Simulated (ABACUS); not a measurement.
Wanted: the native input for an ABACUS 3.10.1 run.

```
Task                                          : single point
Functional                                    : PBE
Potentials or basis                           : PseudoDojo NC SR 0.4.1 PBE standard
Cutoff                                        : 1034 eV
Density cutoff                                : 4136 eV
Basis                                         : plane waves
k mesh                                        : 8 × 8 × 8
Occupations                                   : fermi-dirac, width 0.05 eV
Spin                                          : no spin polarisation
Radial cutoff of the potentials (pseudo_rcut) : 7 bohr
SCF threshold on the density                  : 1e-08
Max SCF steps                                 : 100
Eigensolver                                   : dav
Mixing                                        : broyden
Mixing share                                  : 0.7
Symmetry key                                  : 1
Bands                                         : 21
```

The system is WAu.

```
CELL_PARAMETERS angstrom
0.00000 2.74798 2.74798
2.74798 0.00000 2.74798
2.74798 2.74798 0.00000
ATOMIC_POSITIONS crystal
W 0.00387 0.99702 0.99291
Au 0.73836 0.75130 0.75806
```

The cell was built by a generator and needn't be a form met in nature.

The cell isn't the ideal one: atoms moved at random, drawn with an rms of 0.05 Å.

The input as run:

INPUT

```
INPUT_PARAMETERS
suffix              WAu
calculation         scf
basis_type          pw
pseudo_dir          ./
symmetry            1
dft_functional      pbe
ecutwfc             76
pseudo_rcut         7
nspin               1
nbands              21
ks_solver           dav
smearing_method     fd
smearing_sigma      0.00367493
scf_thr             1e-08
scf_nmax            100
mixing_type         broyden
mixing_beta         0.7
cal_force           1
cal_stress          1
kpar                4
```

STRU

```
ATOMIC_SPECIES
W 183.8400 W.upf
Au 196.9666 Au.upf

LATTICE_CONSTANT
1.8897261246

LATTICE_VECTORS
0.0000000000 2.7479792600 2.7479792600
2.7479792600 0.0000000000 2.7479792600
2.7479792600 2.7479792600 0.0000000000

ATOMIC_POSITIONS
Direct

W
0.0
1
0.0038740000 -0.0029770000 -0.0070910000 1 1 1

Au
0.0
1
0.7383630000 0.7513000000 0.7580640000 1 1 1
```

KPT

```
K_POINTS
0
Gamma
8 8 8 0 0 0
```

Potentials or basis: PseudoDojo NC SR 0.4.1 PBE standard, plane waves.

Run with:

```bash
$ OMP_NUM_THREADS=1 mpirun -np 4 abacus > log
```

It gave:

```yaml
Pressure: 33.0 GPa
Largest_force: 1.334 eV/Å
Band_gap_on_the_k_mesh: none (metal or under the smearing width)
```

Run time: 120 s on 4 MPI ranks on Intel(R) Xeon(R) Platinum 8259CL CPU @ 2.50GHz (Skylake/Cascade Lake) (shared host), peak memory 0.68 GiB a rank.
